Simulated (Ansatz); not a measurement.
**C₃H₁₀OSi: up Jacob's ladder to CCSD(T)**

The task here is to estimate one member of a computed series from the others.

The runs use Ansatz 0.2.0, Gaussian basis; functionals in def2-TZVPP, the program's frozen cores in correlated methods.

Plan: LDA (SPW92), PBE-D4, revPBE-D4, BLYP-D4, r2SCAN-D4, B97M-V, PBE0-D4, B3LYP-D4, r2SCANh-D4, r2SCAN0-D4, HSE06-D4, BHLYP-D4, CAM-B3LYP-D4, LC-ωPBE, ωB97X-V, ωB97M-V, B2PLYP, PBE-QIDH; CCSD(T)/def2-SVP; CCSD(T)/def2-TZVPP; MP2/def2-QZVPP; extrapolation to the limit; RPA on PBE.

### The geometry

An earlier PBE0-D4 in a triple-zeta def2 set relaxation fixed the geometry.

SMILES `CCOC[SiH3]`, 15 atoms, charge 0, spin multiplicity 1.

Atoms are counted from 1 here; the program's logs count them from 0.

Bond lengths: C1–C2 1.514 Å, C1–H6 1.093 Å, C1–H7 1.092 Å, C1–H8 1.092 Å, C2–O3 1.412 Å, C2–H9 1.093 Å, C2–H10 1.100 Å, O3–C4 1.408 Å, C4–Si5 1.887 Å, C4–H11 1.100 Å, C4–H12 1.102 Å, Si5–H13 1.485 Å, Si5–H14 1.485 Å, Si5–H15 1.489 Å. Angles: C2–C1–H6 109.9°, C2–C1–H7 112.0°, C2–C1–H8 110.4°, H6–C1–H7 107.5°, H6–C1–H8 108.3°, H7–C1–H8 108.5°, C1–C2–O3 113.6°, C1–C2–H9 110.1°, C1–C2–H10 110.4°, O3–C2–H9 105.4°, O3–C2–H10 109.5°, H9–C2–H10 107.6°, C2–O3–C4 114.3°, O3–C4–Si5 108.4°, O3–C4–H11 112.1°, O3–C4–H12 110.9°, Si5–C4–H11 109.3°, Si5–C4–H12 109.6° and more.

Set-up of the first run:

in.yaml

```yaml
crystal:
  periodic: [false, false, false]
  atoms:
    - {symbol: C, position_ang: [-1.560852, -1.574418, -0.224023]}
    - {symbol: C, position_ang: [-0.569060, -0.889588, -1.141058]}
    - {symbol: O, position_ang: [-0.143582, 0.372258, -0.672551]}
    - {symbol: C, position_ang: [0.744681, 0.315392, 0.418124]}
    - {symbol: Si, position_ang: [1.326655, 2.068176, 0.804430]}
    - {symbol: H, position_ang: [-1.910776, -2.503452, -0.680861]}
    - {symbol: H, position_ang: [-1.118105, -1.829451, 0.741043]}
    - {symbol: H, position_ang: [-2.425415, -0.930799, -0.048516]}
    - {symbol: H, position_ang: [-1.028617, -0.697776, -2.113794]}
    - {symbol: H, position_ang: [0.307039, -1.534004, -1.308576]}
    - {symbol: H, position_ang: [0.273709, -0.116413, 1.313695]}
    - {symbol: H, position_ang: [1.614965, -0.319484, 0.183915]}
    - {symbol: H, position_ang: [2.033261, 2.652009, -0.364386]}
    - {symbol: H, position_ang: [0.171187, 2.930498, 1.161726]}
    - {symbol: H, position_ang: [2.263210, 2.006451, 1.960131]}
basis:
  gaussian: {orbitals: def2-TZVPP}
hamiltonian: {xc: lda}
output: {orbitals: {seedname: orbitals}}
```

Command:

```sh
ansatz run in.yaml --threads 4 --pin off --events-out ev --progress --plain --max-ram 10444MiB
```

Among the steps run: LDA; PBE-D4 (GGA); revPBE-D4 (GGA); BLYP-D4 (GGA); r2SCAN-D4 (meta-GGA); B97M-V (meta-GGA); B3LYP-D4 (hybrid); r2SCANh-D4 (hybrid); r2SCAN0-D4 (hybrid); HSE06-D4 (hybrid); BHLYP-D4 (hybrid); CAM-B3LYP-D4 (range-separated); LC-ωPBE (range-separated); ωB97X-V (range-separated); ωB97M-V (range-separated); B2PLYP (double hybrid); PBE-QIDH (double hybrid).

One table of the session follows, with a row left open; its other results are not shown here.

It belongs to the step «Orbital energies across the functionals». 

| functional | HOMO (eV) | LUMO (eV) | gap (eV) |
| --- | --- | --- | --- |
| LDA (SPW92) | ? | ? | ? |
| PBE-D4 | -5.96 | -0.08 | 5.89 |
| revPBE-D4 | -5.91 | 0.02 | 5.93 |
| BLYP-D4 | -5.88 | 0.00 | 5.88 |
| r2SCAN-D4 | -6.28 | 0.44 | 6.72 |
| B97M-V | -6.50 | 0.03 | 6.53 |
| PBE0-D4 | -7.53 | 0.73 | 8.26 |
| B3LYP-D4 | -7.30 | 0.47 | 7.77 |
| r2SCANh-D4 | -6.87 | 0.70 | 7.57 |
| r2SCAN0-D4 | -7.76 | 1.07 | 8.83 |
| HSE06-D4 | -7.13 | 0.36 | 7.49 |
| BHLYP-D4 | -9.06 | 1.44 | 10.50 |
| CAM-B3LYP-D4 | -8.98 | 1.59 | 10.56 |
| LC-ωPBE | -10.27 | 2.79 | 13.07 |
| ωB97X-V | -9.99 | 2.62 | 12.60 |
| ωB97M-V | -9.94 | 2.23 | 12.17 |

Q: Estimate the row for LDA (SPW92) from the others.

**Answer.** HOMO (eV): -6.09; LUMO (eV): -0.29; gap (eV): 5.80. In the column «HOMO (eV)» it lies between r2SCAN-D4 (-6.28) and PBE-D4 (-5.96).
